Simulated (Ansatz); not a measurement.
# CH4FOSi radical: one species, many methods

The task here is to estimate one member of a computed series from the others.

Computed with Ansatz 0.2.0, Gaussian basis. Level: functionals in def2-TZVPP, the program's frozen cores in correlated methods.

Levels to be run: LDA (SPW92), PBE-D4, revPBE-D4, BLYP-D4, r2SCAN-D4, B97M-V, PBE0-D4, B3LYP-D4, r2SCANh-D4, r2SCAN0-D4, HSE06-D4, BHLYP-D4, CAM-B3LYP-D4, LC-ωPBE, ωB97X-V, ωB97M-V, B2PLYP, PBE-QIDH; CCSD(T)/def2-SVP; CCSD(T)/def2-TZVPP; CCSD(T)/def2-QZVPP; extrapolation to the limit; RPA on PBE.

## The relaxed structure

The geometry comes from an earlier relaxation with PBE0-D4 in a triple-zeta def2 set; it is a stationary point, not always the lowest conformer.

8 atoms, charge 0, spin multiplicity 2.

Atoms are counted from 1 here; the program's logs count them from 0.

Bond lengths: C1–Si2 1.854 Å, C1–H5 1.092 Å, C1–H6 1.091 Å, C1–H7 1.093 Å, Si2–O3 1.646 Å, Si2–F4 1.595 Å, Si2–H8 1.484 Å. Angles: Si2–C1–H5 110.5°, Si2–C1–H6 110.6°, Si2–C1–H7 109.2°, H5–C1–H6 108.9°, H5–C1–H7 108.5°, H6–C1–H7 109.2°, C1–Si2–O3 107.7°, C1–Si2–F4 108.6°, C1–Si2–H8 116.1°, O3–Si2–F4 113.1°, O3–Si2–H8 104.7°, F4–Si2–H8 106.8°.

As a file:

```xyz
8
CH4FOSi
C    -0.37386    0.89065   -0.19213
Si    0.31581   -0.79104    0.17408
O     1.95247   -0.64955    0.27145
F    -0.15914   -1.79592   -0.96948
H     0.05091    1.28420   -1.11751
H    -0.14993    1.58216    0.62123
H    -1.45721    0.81607   -0.31294
H    -0.08695   -1.39346    1.46940
```

Set-up of the first run:

The input, in.yaml:

```yaml
crystal:
  periodic: [false, false, false]
  atoms:
    - {symbol: C, position_ang: [-0.373862, 0.890645, -0.192127]}
    - {symbol: Si, position_ang: [0.315809, -0.791041, 0.174076]}
    - {symbol: O, position_ang: [1.952468, -0.649549, 0.271448]}
    - {symbol: F, position_ang: [-0.159138, -1.795922, -0.969480]}
    - {symbol: H, position_ang: [0.050912, 1.284199, -1.117506]}
    - {symbol: H, position_ang: [-0.149931, 1.582160, 0.621225]}
    - {symbol: H, position_ang: [-1.457213, 0.816066, -0.312940]}
    - {symbol: H, position_ang: [-0.086946, -1.393459, 1.469404]}
basis:
  gaussian: {orbitals: def2-TZVPP}
magnetization: {spin_polarized: true, initial_magnetization: 1}
hamiltonian: {xc: lda}
output: {orbitals: {seedname: orbitals}}
```

Started as:

```
ansatz run in.yaml --threads 2 --pin off --events-out ev --progress --plain --max-ram 32768MiB --backend cpu
```

Steps of the session up to this table: LDA; PBE-D4 (GGA); revPBE-D4 (GGA); BLYP-D4 (GGA); r2SCAN-D4 (meta-GGA); B97M-V (meta-GGA); PBE0-D4 (hybrid); B3LYP-D4 (hybrid); r2SCANh-D4 (hybrid); r2SCAN0-D4 (hybrid); HSE06-D4 (hybrid); BHLYP-D4 (hybrid); CAM-B3LYP-D4 (range-separated); LC-ωPBE (range-separated); ωB97X-V (range-separated); ωB97M-V (range-separated); B2PLYP (double hybrid); PBE-QIDH (double hybrid).

One of the session's tables, all rows but one given; the rest of the session is left out.

It belongs to the step «Orbital energies across the functionals». 

| functional | HOMO (eV) | LUMO (eV) | gap (eV) |
| --- | --- | --- | --- |
| LDA (SPW92) | -7.35 | -6.83 | 0.52 |
| PBE-D4 | -7.37 | -6.39 | 0.98 |
| revPBE-D4 | ? | ? | ? |
| BLYP-D4 | -7.29 | -6.34 | 0.94 |
| r2SCAN-D4 | -7.95 | -5.85 | 2.09 |
| B97M-V | -8.11 | -5.83 | 2.28 |
| PBE0-D4 | -9.39 | -4.84 | 4.55 |
| B3LYP-D4 | -9.08 | -5.36 | 3.72 |
| r2SCANh-D4 | -8.67 | -5.27 | 3.41 |
| r2SCAN0-D4 | -9.73 | -4.36 | 5.37 |
| HSE06-D4 | -8.97 | -5.24 | 3.73 |
| BHLYP-D4 | -10.84 | -3.16 | 7.68 |
| CAM-B3LYP-D4 | -10.92 | -3.77 | 7.15 |
| LC-ωPBE | -12.24 | -2.35 | 9.89 |
| ωB97X-V | -11.88 | -2.65 | 9.24 |
| ωB97M-V | -11.69 | -2.67 | 9.01 |

**Question.** Estimate the row for revPBE-D4.

The run gave: HOMO (eV): -7.33; LUMO (eV): -6.27; gap (eV): 1.06. In the column «HOMO (eV)» it lies between LDA (SPW92) (-7.35) and BLYP-D4 (-7.29).
